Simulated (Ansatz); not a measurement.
**Aluminium, diamond under LDA: from relaxation to bulk modulus**

Aim: take aluminium in the diamond structure, relax it, solve it on a dense k-mesh, switch on spin-orbit coupling, then scale the cell to 7 volumes from 88 to 112 % of the relaxed one and try a fit of the equation of state. The k-meshes are 10×10×10 for the relaxation; 15×15×15 for the dense run; 9×9×9 for spin-orbit coupling; 10×10×10 for the volumes.

This is Al in the diamond structure; at room conditions it is fcc.

Method: DFT LDA (PW92), plane waves (420 eV) with PAW, scalar-relativistic; the PAW data stem from PBE, with regenerated cores, in Ansatz 0.2.0.

**1. The starting structure**

It takes space group Fd-3m (No. 227, cubic). Conventional cell: a = 5.639 Å, b = 5.639 Å, c = 5.639 Å, α = 90.00°, β = 90.00°, γ = 90.00°. Around Al (site symmetry -43m) lie 4 Al at 2.44 Å.

As a file:

```
Al
1.0
     0.00000    2.81947    2.81947
     2.81947    0.00000    2.81947
     2.81947    2.81947    0.00000
Al
2
Cartesian
  0.7049 0.7049 0.7049
  4.9341 4.9341 4.9341
```

**2. Geometry optimisation**

input.yaml

```yaml
crystal:
  lattice:
    - [0.0, 2.8194727963, 2.8194727963]
    - [2.8194727963, 0.0, 2.8194727963]
    - [2.8194727963, 2.8194727963, 0.0]
  atoms:
    - { symbol: Al, position: [0.125, 0.125, 0.125] }
    - { symbol: Al, position: [0.875, 0.875, 0.875] }
hamiltonian:
  xc: lda
  pseudopotentials:
    kind: paw
    azcp:
      Al: "pseudopotentials/Al.paw.azcp"
basis:
  ecutwfc: 420
  fft_grid_basis: typed
kpoints:
  mp_grid: { grid: [10, 10, 10], shift: [0, 0, 0] }
magnetization:
  spin_polarized: false
scf:
  occupations: { method: fermi_dirac, width: 0.1 }
relax:
  max_steps: 60
  f_tol: 0.01
  cell: {}
```

The runs that follow: Dense single point; A two-component run at the same geometry; Volume × 0.88; Volume × 0.92; Volume × 0.96; Volume × 1.0; Volume × 1.04; Volume × 1.08; Volume × 1.12.

Q: Predict the outcome of this session. Wanted: space group; conventional cell; volume; shortest distance; gap on the mesh; relative to fcc; V₀, B₀, B₀′.

The runs gave:

```
                      quantity                         value
space group (spins left aside)               Fd-3m (No. 227)
             conventional cell                   a = 5.949 Å
                        volume                26.317 Å³/atom
             shortest distance                       2.576 Å
               gap on the mesh  none (levels filled in part)
               relative to fcc                 +806 meV/atom
                   V₀, B₀, B₀′   26.264 Å³/atom, 41 GPa, 4.3
```

What this shows: The relaxation enlarged the cell by 17.4 % in volume. Against the reference form of aluminium (fcc, computed apart with the same settings) it stands 806 meV/atom higher, so it is far from stable. No gap shows: it is a metal or semimetal at this level. The total energy of the spin-orbit run (on a coarser mesh) lies -2 meV/atom from the scalar one; mesh and treatment of the core enter this figure, so it is no spin-orbit energy. The fitted modulus is 41 GPa. The symmetry was held, so the structure may be unstable against distortions that break it.
